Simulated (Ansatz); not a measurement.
**C₄H₃F₃O₃: a torsion, relaxed point by point**

Wanted for C₄H₃F₃O₃: a torsion, relaxed point by point.

Program: Ansatz 0.2.0. Level of theory: the levels named in each step. These are calculated values, not measurements.

### 1 The structure to begin with

Bond lengths: C1–C2 1.488 Å, C2–O3 1.181 Å, C2–O4 1.418 Å, O4–C5 1.335 Å, C5–O6 1.184 Å, C5–C7 1.567 Å, C7–F8 1.328 Å, C7–F9 1.338 Å, C7–F10 1.338 Å, C1–H11 1.089 Å, C1–H12 1.087 Å, C1–H13 1.085 Å. Angles (14 of 19 angles, heavy atoms first): C1–C2–O3 129.3°, C1–C2–O4 107.9°, O3–C2–O4 122.8°, C2–O4–C5 123.1°, O4–C5–O6 129.7°, O4–C5–C7 106.9°, O6–C5–C7 123.4°, C5–C7–F8 111.6°, C5–C7–F9 110.8°, C5–C7–F10 111.0°, F8–C7–F9 108.0°, F8–C7–F10 107.9°, F9–C7–F10 107.3°, C2–C1–H11 109.3°.

Coordinates:

```xyz
13

C    -3.2141    0.5316    0.1642
C    -2.1702   -0.4849   -0.1371
O    -2.2965   -1.6093   -0.4764
O    -0.9030    0.1265    0.0414
C     0.2503   -0.5323   -0.0957
O     0.4449   -1.6773   -0.3242
C     1.3982    0.5116    0.1203
F     2.5963   -0.0418   -0.0251
F     1.3347    1.0422    1.3471
F     1.3011    1.5192   -0.7544
H    -3.1616    0.7998    1.2179
H    -3.0243    1.4321   -0.4152
H    -4.1946    0.1272   -0.0667
```

### 2 A rough first relaxation, PBE-D4/def2-SVP

Contents of input.yaml:

```yaml
crystal:
  periodic: [false, false, false]
  atoms:
    - { symbol: C, position_ang: [-3.21406, 0.53159, 0.16422] }
    - { symbol: C, position_ang: [-2.17017, -0.48487, -0.13711] }
    - { symbol: O, position_ang: [-2.29645, -1.60932, -0.47642] }
    - { symbol: O, position_ang: [-0.90296, 0.12651, 0.04139] }
    - { symbol: C, position_ang: [0.25034, -0.53231, -0.09572] }
    - { symbol: O, position_ang: [0.44485, -1.67733, -0.3242] }
    - { symbol: C, position_ang: [1.39825, 0.51164, 0.12028] }
    - { symbol: F, position_ang: [2.59633, -0.0418, -0.02509] }
    - { symbol: F, position_ang: [1.33471, 1.04223, 1.3471] }
    - { symbol: F, position_ang: [1.30108, 1.51922, -0.75436] }
    - { symbol: H, position_ang: [-3.16159, 0.79983, 1.21788] }
    - { symbol: H, position_ang: [-3.02433, 1.43211, -0.41515] }
    - { symbol: H, position_ang: [-4.19459, 0.12723, -0.06665] }
basis:
  gaussian: { orbitals: def2-SVP }
hamiltonian:
  xc: pbe
  dispersion: d4
relax:
  f_tol: 0.03
  max_steps: 200
```

Launch:

```sh
ansatz run input.yaml --threads 8 --pin off --max-ram 22528MiB --backend cpu --events-out ev --progress --plain --runs-dir out
```

After this run come: Relaxation, PBE0-D4/def2-TZVP; Turn 0°, PBE0-D4/def2-TZVP; Turn 20°, PBE0-D4/def2-TZVP; Turn 40°, PBE0-D4/def2-TZVP; Turn 60°, PBE0-D4/def2-TZVP; Turn 80°, PBE0-D4/def2-TZVP; Turn 100°, PBE0-D4/def2-TZVP; Turn 0°, wB97M-V/def2-TZVPP; Turn 20°, wB97M-V/def2-TZVPP; Turn 40°, wB97M-V/def2-TZVPP; Turn 60°, wB97M-V/def2-TZVPP; Turn 80°, wB97M-V/def2-TZVPP; Turn 100°, wB97M-V/def2-TZVPP; Turn 0°, PBE-D4/def2-TZVPP; Turn 20°, PBE-D4/def2-TZVPP; Turn 40°, PBE-D4/def2-TZVPP; Turn 60°, PBE-D4/def2-TZVPP; Turn 80°, PBE-D4/def2-TZVPP; Turn 100°, PBE-D4/def2-TZVPP.

**Question.** What will these runs give? Wanted: C1–C2 at PBE0-D4/def2-TZVP; C2–O3 at PBE0-D4/def2-TZVP; C2–O4 at PBE0-D4/def2-TZVP; highest less lowest point, PBE0-D4/def2-TZVP; highest less lowest point, wB97M-V/def2-TZVPP; highest less lowest point, PBE-D4/def2-TZVPP.

As calculated:

```
                                     quantity        value
                   C1–C2 at PBE0-D4/def2-TZVP      1.488 Å
                   C2–O3 at PBE0-D4/def2-TZVP      1.182 Å
                   C2–O4 at PBE0-D4/def2-TZVP      1.407 Å
 highest less lowest point, PBE0-D4/def2-TZVP  3.36 kJ/mol
highest less lowest point, wB97M-V/def2-TZVPP  3.39 kJ/mol
 highest less lowest point, PBE-D4/def2-TZVPP  2.89 kJ/mol
```

What this shows: The highest point of the scan lies 2.9 to 3.4 kJ/mol above the lowest, by level. These are electronic energies on the points scanned, without zero-point energy.
